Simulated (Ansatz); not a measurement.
# CH₅NOSi: up Jacob's ladder to CCSD(T)

An exercise on one series of results from a longer session: the logs are not shown, and one member is left open.

Program: Ansatz 0.2.0, Gaussian basis. Level of theory: functionals in def2-TZVPP, the program's frozen cores in correlated methods. These are calculated values, not measurements.

Levels to be run: LDA (SPW92), PBE-D4, revPBE-D4, BLYP-D4, r2SCAN-D4, B97M-V, PBE0-D4, B3LYP-D4, r2SCANh-D4, r2SCAN0-D4, HSE06-D4, BHLYP-D4, CAM-B3LYP-D4, LC-ωPBE, ωB97X-V, ωB97M-V, B2PLYP, PBE-QIDH; CCSD(T)/def2-SVP; CCSD(T)/def2-TZVPP; MP2/def2-QZVPP; extrapolation to the limit; RPA on PBE.

## The relaxed structure

The geometry comes from an earlier relaxation with PBE0-D4 in a triple-zeta def2 set; it is a stationary point, not always the lowest conformer.

SMILES `N=C[SiH2]O`, 9 atoms, charge 0, spin multiplicity 1.

Atoms are counted from 1 here; the program's logs count them from 0.

Bond lengths: N1–C2 1.271 Å, N1–H5 1.021 Å, C2–Si3 1.894 Å, C2–H6 1.099 Å, Si3–O4 1.636 Å, Si3–H7 1.487 Å, Si3–H8 1.487 Å, O4–H9 0.969 Å. Angles: C2–N1–H5 113.0°, N1–C2–Si3 114.1°, N1–C2–H6 122.2°, Si3–C2–H6 123.7°, C2–Si3–O4 104.4°, C2–Si3–H7 109.9°, C2–Si3–H8 109.9°, O4–Si3–H7 112.1°, O4–Si3–H8 112.1°, H7–Si3–H8 108.4°, Si3–O4–H9 109.7°.

The first run:

Input file in.yaml:

```yaml
crystal:
  periodic: [false, false, false]
  atoms:
    - {symbol: N, position_ang: [-0.889859, 0.806433, -1.014057]}
    - {symbol: C, position_ang: [0.300396, 0.706234, -0.578918]}
    - {symbol: Si, position_ang: [0.533441, -0.636969, 0.735215]}
    - {symbol: O, position_ang: [-0.954958, -1.292852, 0.915528]}
    - {symbol: H, position_ang: [-0.996371, 1.535429, -1.721391]}
    - {symbol: H, position_ang: [1.112831, 1.350315, -0.943121]}
    - {symbol: H, position_ang: [1.033324, -0.029812, 1.996825]}
    - {symbol: H, position_ang: [1.531093, -1.635285, 0.268134]}
    - {symbol: H, position_ang: [-1.581499, -0.849794, 0.324586]}
basis:
  gaussian: {orbitals: def2-TZVPP}
hamiltonian: {xc: lda}
output: {orbitals: {seedname: orbitals}}
```

Command:

```sh
$ ansatz run in.yaml --threads 2 --pin off --events-out ev --progress --plain --max-ram 4352MiB
```

Among the steps run: LDA; PBE-D4 (GGA); revPBE-D4 (GGA); BLYP-D4 (GGA); r2SCAN-D4 (meta-GGA); B97M-V (meta-GGA); B3LYP-D4 (hybrid); r2SCANh-D4 (hybrid); r2SCAN0-D4 (hybrid); HSE06-D4 (hybrid); BHLYP-D4 (hybrid); CAM-B3LYP-D4 (range-separated); LC-ωPBE (range-separated); ωB97X-V (range-separated); ωB97M-V (range-separated); B2PLYP (double hybrid); PBE-QIDH (double hybrid).

One of the session's tables, all rows but one given; the rest of the session is left out.

It belongs to the step «Orbital energies across the functionals». 

```
  functional  HOMO (eV)  gap (eV)
 LDA (SPW92)      -6.47      3.96
      PBE-D4      -6.39      4.12
   revPBE-D4      -6.34      4.17
     BLYP-D4      -6.30      4.19
   r2SCAN-D4      -6.67      4.60
      B97M-V      -6.86      4.86
     PBE0-D4          ?         ?
    B3LYP-D4      -7.61      6.22
  r2SCANh-D4      -7.21      5.55
  r2SCAN0-D4      -8.02      6.97
    HSE06-D4      -7.42      5.88
    BHLYP-D4      -9.22      9.29
CAM-B3LYP-D4      -9.25      9.33
     LC-ωPBE     -10.58     11.87
     ωB97X-V     -10.26     11.47
     ωB97M-V     -10.14     11.26
```

Q: Estimate the row for PBE0-D4 from the others.

As computed: HOMO (eV): -7.82; gap (eV): 6.67. In the column «HOMO (eV)» it lies between r2SCAN0-D4 (-8.02) and B3LYP-D4 (-7.61).
